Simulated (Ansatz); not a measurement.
# H7N3STi: the cost of one run

Program: Ansatz 0.2.0. Level of theory: RKS BLYP-D4/def2-SVP. These are calculated values, not measurements.

### 1 Starting point

Bond lengths: Ti1–N2 2.521 Å, Ti1–S3 2.207 Å, Ti1–H4 2.189 Å, Ti1–N5 1.844 Å, Ti1–N6 1.846 Å, N2–H7 1.015 Å, N2–H8 1.016 Å, N5–H9 1.024 Å, N5–H10 1.022 Å, N6–H11 1.023 Å, N6–H12 1.022 Å. Angles (14 of 19 angles, heavy atoms first): N2–Ti1–S3 80.3°, N2–Ti1–N5 117.4°, N2–Ti1–N6 116.6°, S3–Ti1–N5 106.9°, S3–Ti1–N6 106.5°, N5–Ti1–N6 119.8°, Ti1–N2–H7 126.0°, Ti1–N2–H8 126.5°, N2–Ti1–H4 32.1°, S3–Ti1–H4 48.2°, H4–Ti1–N5 120.8°, H4–Ti1–N6 119.0°, Ti1–N5–H9 119.8°, Ti1–N5–H10 128.7°.

Structure file:

```xyz
12

Ti   -0.2619    0.0966    0.2494
N     1.7691   -0.7580   -0.9761
S    -0.7139    0.8362   -1.7807
H     0.8225   -0.0846   -1.6430
N    -0.0443    1.5801    1.3232
N    -1.5649   -1.1462    0.6558
H     1.8503   -1.6565   -1.4422
H     2.6317   -0.2486   -1.1450
H    -0.0479    2.5153    0.9054
H    -0.2515    1.6840    2.3190
H    -2.2605   -1.4205   -0.0430
H    -1.9287   -1.3977    1.5773
```

### 2 A restrained relaxation towards end A

Springs on the bonds that form and break draw the guess towards this end; the thresholds are loose.

Contents of input.yaml:

```yaml
crystal:
  periodic: [false, false, false]
  atoms:
    - { symbol: Ti, position_ang: [-0.2619, 0.0966, 0.2494] }
    - { symbol: "N", position_ang: [1.7691, -0.758, -0.9761] }
    - { symbol: S, position_ang: [-0.7139, 0.8362, -1.7807] }
    - { symbol: H, position_ang: [0.8225, -0.0846, -1.643] }
    - { symbol: "N", position_ang: [-0.0443, 1.5801, 1.3232] }
    - { symbol: "N", position_ang: [-1.5649, -1.1462, 0.6558] }
    - { symbol: H, position_ang: [1.8503, -1.6565, -1.4422] }
    - { symbol: H, position_ang: [2.6317, -0.2486, -1.145] }
    - { symbol: H, position_ang: [-0.0479, 2.5153, 0.9054] }
    - { symbol: H, position_ang: [-0.2515, 1.684, 2.319] }
    - { symbol: H, position_ang: [-2.2605, -1.4205, -0.043] }
    - { symbol: H, position_ang: [-1.9287, -1.3977, 1.5773] }
basis:
  gaussian: { orbitals: def2-SVP }
hamiltonian:
  xc: blyp
  dispersion: d4
relax:
  f_tol: 0.15
  max_steps: 25
  restrain:
    - { distance: [3, 1], at: 2.32, k: 30.0 }
    - { distance: [0, 1], at: 2.31, k: 30.0 }
    - { distance: [3, 2], at: 1.36, k: 30.0 }
```

Launch:

```
$ ansatz run input.yaml --threads 4 --pin off --max-ram 5120MiB --backend cpu --events-out ev --progress --plain --runs-dir out
```

Q: Estimate wall time and peak memory on 4 threads of Arm Neoverse N1, shared host.

About 37 s, with a peak of 0.21 GiB.
